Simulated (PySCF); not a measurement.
# [Yb(NH3)3]3+: other functionals and bases at one geometry

One table from this session's results is given with a row withheld; the runs are named, their logs left out.

Computed with PySCF 2.14.0. Level: several levels, as the steps say, no spin–orbit coupling.

1 further run of the same task is left out (for a known fault of the program).

## The system as given

13 atoms, charge 3, spin multiplicity 1.

Bond lengths: Yb1–N2 2.341 Å, Yb1–N6 2.341 Å, Yb1–N10 2.341 Å, N2–H3 1.039 Å, N2–H4 1.038 Å, N2–H5 1.038 Å, N6–H7 1.039 Å, N6–H8 1.038 Å, N6–H9 1.038 Å, N10–H11 1.039 Å, N10–H12 1.038 Å, N10–H13 1.038 Å. Angles: N2–Yb1–N6 110.1°, N2–Yb1–N10 110.1°, N6–Yb1–N10 110.1°, Yb1–N2–H3 115.3°, Yb1–N2–H4 116.2°, Yb1–N2–H5 115.7°, H3–N2–H4 102.5°, H3–N2–H5 102.5°, H4–N2–H5 102.7°, Yb1–N6–H7 115.3°, Yb1–N6–H8 116.2°, Yb1–N6–H9 115.7°, H7–N6–H8 102.5°, H7–N6–H9 102.5°, H8–N6–H9 102.7°, Yb1–N10–H11 115.3°, Yb1–N10–H12 116.2°, Yb1–N10–H13 115.7° and more.

Geometry (Å):

```
Yb    0.00000    0.00000    0.69288
N     2.21627    0.01419   -0.06103
H     2.89060   -0.50577    0.53438
H     2.38413   -0.39405   -1.00034
H     2.65893    0.94974   -0.13714
N    -1.12042    1.91225   -0.06103
H    -1.00729    2.75622    0.53438
H    -0.85081    2.26174   -1.00034
H    -2.15197    1.82783   -0.13714
N    -1.09584   -1.92644   -0.06103
H    -1.88331   -2.25045    0.53438
H    -1.53332   -1.86769   -1.00034
H    -0.50696   -2.77757   -0.13714
```

Formal oxidation states: Yb +3. Each metal's 13 4f electrons lie in its core potential, so multiplicities, spins and levels count the valence alone. An earlier session relaxed this geometry at PBE0, Yb lcecp-1-SVP with ECP59, N def2-SVP, H def2-SVP (singlet, point group C3).

At PBE0 on the finer grid: E = -207.725545 Eh, HOMO -24.98 eV, LUMO -16.50 eV, Mulliken charge on Yb1 +1.78 e, largest force component 0.017 eV/Å. 

Levels to run: TPSS; HF; PBE0, TZVP. Hardware: 2 threads of AMD EPYC 9B14 (Zen 4), shared host.

The first run:

File run.py (the lines that set the calculation):

```python
mol = gto.M(atom='''
Yb     0.00000     0.00000     0.69288
N      2.21627     0.01419    -0.06103
H      2.89060    -0.50577     0.53438
H      2.38413    -0.39405    -1.00034
H      2.65893     0.94974    -0.13714
N     -1.12042     1.91225    -0.06103
H     -1.00729     2.75622     0.53438
H     -0.85081     2.26174    -1.00034
H     -2.15197     1.82783    -0.13714
N     -1.09584    -1.92644    -0.06103
H     -1.88331    -2.25045     0.53438
H     -1.53332    -1.86769    -1.00034
H     -0.50696    -2.77757    -0.13714''',
    basis={'Yb': 'lcecp-1-SVP', 'N': 'def2-SVP', 'H': 'def2-SVP'},
    ecp={'Yb': 'lcecp-1-SVP'},
    charge=3, spin=0)
mf = dft.RKS(mol, xc='TPSS')
mf.grids.atom_grid = (75, 302)  # f atoms: unpruned, at least (60, 302)
mf = mf.density_fit()  # fitting sets: Yb AutoAux, N def2-universal-JKFIT, H def2-universal-JKFIT
mf.conv_tol = 1e-08; mf.max_cycle = 55
mf.kernel(dm0)  # dm0: the density of the relaxed state
```

Launch:

```console
$ OMP_NUM_THREADS=2 python run.py
```

Steps of the session up to this table: TPSS; HF; PBE0, TZVP.

One of the session's tables, all rows but one given; the rest of the session is left out.

| level | HOMO (eV) | gap (eV) | charge on Yb1 (e) | dipole (D) | largest force component (eV/Å) |
| --- | --- | --- | --- | --- | --- |
| PBE0 (relaxed here) | -24.98 | 8.48 | 1.78 | 2.93 | 0.02 |
| TPSS | ? | ? | ? | ? | ? |
| HF | -28.76 | 15.47 | 2.09 | 2.47 | 1.07 |
| PBE0, TZVP | -24.87 | 8.48 | 2.05 | 2.96 | 0.37 |

**Question.** Estimate the row for TPSS.

The run gave: HOMO (eV): -23.54; gap (eV): 6.34; charge on Yb1 (e): 1.72; dipole (D): 3.01; largest force component (eV/Å): 0.27. In the column «HOMO (eV)» it is the highest.

The dipole of a charged species depends on the origin, so these sizes hold for this origin alone.

In one basis the HOMO–LUMO gap runs from 6.34 eV (TPSS) to 15.47 eV (HF). The largest leftover force, 1.07 eV/Å with HF, stands at a geometry relaxed at another level. With 4f in the core, its levels are missing from HOMO and gap, and its count is fixed, so no charge can pass from the ligands into it. Total energies of different levels can't be compared.
